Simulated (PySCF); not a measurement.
# H4HgS (Hg(H)2(H2S)): the cost of one run

The runs use PySCF 2.14.0; PBE, Hg def2-SVP with ECP60, H def2-SVP, S def2-SVP; scalar-relativistic core potentials, no spin–orbit coupling.

2 further runs of the same task are left out: 2 for a known fault of the program. Runs told in other sessions of the task aren't counted.

### Step 1. The system as given

6 atoms, charge 0, spin multiplicity 1.

Bond lengths: Hg1–H2 1.800 Å, Hg1–H3 1.800 Å, Hg1–S4 2.460 Å, S4–H5 1.344 Å, S4–H6 1.344 Å. Angles: H2–Hg1–H3 120.0°, H2–Hg1–S4 120.0°, H3–Hg1–S4 120.0°, Hg1–S4–H5 114.2°, Hg1–S4–H6 114.2°, H5–S4–H6 92.4°.

Coordinates:

```xyz
6
H4HgS
Hg    0.0000    0.0000    0.0000
H     1.8000    0.0000    0.0000
H    -0.9000    1.5588    0.0000
S    -1.2300   -2.1304    0.0000
H    -2.1545   -2.2317    0.9700
H    -2.1545   -2.2317   -0.9700
```

Formal oxidation states: Hg +2.

### Step 2. SCF at the start, singlet

Input file run.py (the lines that set the calculation):

```python
mol = gto.M(atom='''
Hg     0.00000     0.00000     0.00000
H      1.80000     0.00000     0.00000
H     -0.90000     1.55880     0.00000
S     -1.23000    -2.13040     0.00000
H     -2.15450    -2.23170     0.97000
H     -2.15450    -2.23170    -0.97000''',
    basis={'Hg': 'def2-SVP', 'H': 'def2-SVP', 'S': 'def2-SVP'},
    ecp={'Hg': 'def2-SVP'},
    charge=0, spin=0)
mf = dft.RKS(mol, xc='PBE')
mf.grids.atom_grid = (50, 194)
mf = mf.density_fit()  # fitting sets: Hg def2-universal-JKFIT, H def2-universal-JKFIT, S def2-universal-JKFIT
mf.conv_tol = 1e-08; mf.max_cycle = 55
mf.kernel(dm0)  # dm0: free metal ions and neutral atoms
```

Started as:

```sh
$ OMP_NUM_THREADS=2 python run.py
```

**Question.** How long does this run take on 2 threads of Arm Neoverse V1, shared host, and how much memory does it need?

About 1.8 s, with a peak of 0.36 GiB.
